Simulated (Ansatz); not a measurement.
# CH4OZn: basis-set convergence

The task here is to estimate one member of a computed series from the others.

Computed with Ansatz 0.2.0, Gaussian basis. Level: one geometry, several basis sets.

The runs, in order: PBE0-D4/def2-SVP; ωB97M-V/def2-SVP; PBE0-D4/def2-QZVPP; ωB97M-V/def2-QZVPP; the functionals' def2-TZVPP values are taken from earlier runs.

**The relaxed structure**

The geometry comes from an earlier relaxation with PBE0-D4 in a triple-zeta def2 set; it is a stationary point, not always the lowest conformer.

7 atoms, charge 0, spin multiplicity 1.

Atoms are counted from 1 here; the program's logs count them from 0.

Bond lengths: C1–O2 1.396 Å, C1–H4 1.096 Å, C1–H5 1.099 Å, C1–H6 1.099 Å, O2–Zn3 1.770 Å, Zn3–H7 1.513 Å. Angles: O2–C1–H4 109.1°, O2–C1–H5 112.8°, O2–C1–H6 112.7°, H4–C1–H5 107.2°, H4–C1–H6 107.2°, H5–C1–H6 107.5°, C1–O2–Zn3 130.2°, O2–Zn3–H7 175.1°.

Set-up of the first run:

The input, in.yaml:

```yaml
crystal:
  periodic: [false, false, false]
  atoms:
    - {symbol: C, position_ang: [-0.725292, 0.742618, -0.153837]}
    - {symbol: O, position_ang: [0.029997, -0.322852, -0.646143]}
    - {symbol: Zn, position_ang: [1.247423, -1.326771, 0.154796]}
    - {symbol: H, position_ang: [-1.371248, 1.123253, -0.953746]}
    - {symbol: H, position_ang: [-0.104124, 1.581717, 0.189727]}
    - {symbol: H, position_ang: [-1.378307, 0.450727, 0.680634]}
    - {symbol: H, position_ang: [2.301552, -2.248712, 0.728548]}
basis:
  gaussian: {orbitals: def2-SVP}
hamiltonian: {xc: pbe0, dispersion: d4}
output: {orbitals: {seedname: orbitals}}
```

Launch:

```bash
> ansatz run in.yaml --threads 2 --pin off --events-out ev --progress --plain --max-ram 22528MiB --backend cpu
```

Among the steps run: PBE0-D4 in def2-SVP; ωB97M-V in def2-SVP; PBE0-D4 in def2-QZVPP; ωB97M-V in def2-QZVPP.

One of the session's tables, all rows but one given; the rest of the session is left out.

It belongs to the step «Functionals by basis». 

| functional | basis | HOMO (eV) | LUMO (eV) |
| --- | --- | --- | --- |
| PBE0-D4 | def2-SVP | -6.92 | 0.21 |
| PBE0-D4 | def2-TZVPP | -7.29 | -0.41 |
| PBE0-D4 | def2-QZVPP | -7.32 | -0.49 |
| ωB97M-V | def2-SVP | -9.32 | 1.66 |
| ωB97M-V | def2-TZVPP | ? | ? |
| ωB97M-V | def2-QZVPP | -9.75 | 0.60 |

Q: Estimate the row for ωB97M-V, def2-TZVPP from the others.

**Answer.** HOMO (eV): -9.71; LUMO (eV): 0.92. In the column «HOMO (eV)» it lies between ωB97M-V, def2-QZVPP (-9.75) and ωB97M-V, def2-SVP (-9.32).
